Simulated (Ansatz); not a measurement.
# CH₂BFO: basis-set convergence

An exercise on one series of results from a longer session: the logs are not shown, and one member is left open.

Method: one geometry, several basis sets; program: Ansatz 0.2.0, Gaussian basis.

Levels to be run: PBE0-D4/def2-SVP; ωB97M-V/def2-SVP; PBE0-D4/def2-QZVPP; ωB97M-V/def2-QZVPP; the functionals' def2-TZVPP values are taken from earlier runs.

## Structure used throughout

An earlier PBE0-D4 in a triple-zeta def2 set relaxation fixed the geometry.

SMILES `FB1CO1`, 6 atoms, charge 0, spin multiplicity 1.

Atoms are counted from 1 here; the program's logs count them from 0.

Bond lengths: F1–B2 1.306 Å, B2–C3 1.500 Å, B2–O4 1.324 Å, C3–O4 1.531 Å, C3–H5 1.086 Å, C3–H6 1.086 Å. Angles: F1–B2–C3 156.9°, F1–B2–O4 137.8°, C3–B2–O4 65.3°, B2–C3–O4 51.8°, B2–C3–H5 122.6°, B2–C3–H6 122.6°, O4–C3–H5 112.1°, O4–C3–H6 112.1°, H5–C3–H6 114.4°, B2–O4–C3 62.9°.

Coordinates:

```
F    -0.7727   -1.9446    0.4125
B    -0.3845   -0.7557    0.0375
C     0.3960    0.5240    0.0982
O    -0.6521    0.1024   -0.9346
H     1.3833    0.6292   -0.3419
H     0.0720    1.3805    0.6822
```

The first run:

File in.yaml:

```yaml
crystal:
  periodic: [false, false, false]
  atoms:
    - {symbol: F, position_ang: [-0.772706, -1.944572, 0.412531]}
    - {symbol: B, position_ang: [-0.384533, -0.755699, 0.037479]}
    - {symbol: C, position_ang: [0.396004, 0.524024, 0.098189]}
    - {symbol: O, position_ang: [-0.652115, 0.102430, -0.934629]}
    - {symbol: H, position_ang: [1.383336, 0.629245, -0.341887]}
    - {symbol: H, position_ang: [0.072014, 1.380472, 0.682218]}
basis:
  gaussian: {orbitals: def2-SVP}
hamiltonian: {xc: pbe0, dispersion: d4}
output: {orbitals: {seedname: orbitals}}
```

Started as:

```sh
$ ansatz run in.yaml --threads 2 --pin off --events-out ev --progress --plain --max-ram 4352MiB
```

Among the steps run: PBE0-D4 in def2-SVP; ωB97M-V in def2-SVP; PBE0-D4 in def2-QZVPP; ωB97M-V in def2-QZVPP.

One table of the session follows, with a row left open; its other results are not shown here.

It belongs to the step «Functionals by basis». 

| functional | basis | HOMO (eV) | LUMO (eV) |
| --- | --- | --- | --- |
| PBE0-D4 | def2-SVP | -8.55 | 0.86 |
| PBE0-D4 | def2-TZVPP | -8.64 | 0.54 |
| PBE0-D4 | def2-QZVPP | ? | ? |
| ωB97M-V | def2-SVP | -10.89 | 3.06 |
| ωB97M-V | def2-TZVPP | -10.99 | 1.90 |
| ωB97M-V | def2-QZVPP | -11.01 | 1.57 |

**Question.** Estimate the row for PBE0-D4, def2-QZVPP.

The run gave: HOMO (eV): -8.66; LUMO (eV): 0.39. In the column «HOMO (eV)» it lies between ωB97M-V, def2-SVP (-10.89) and PBE0-D4, def2-TZVPP (-8.64).
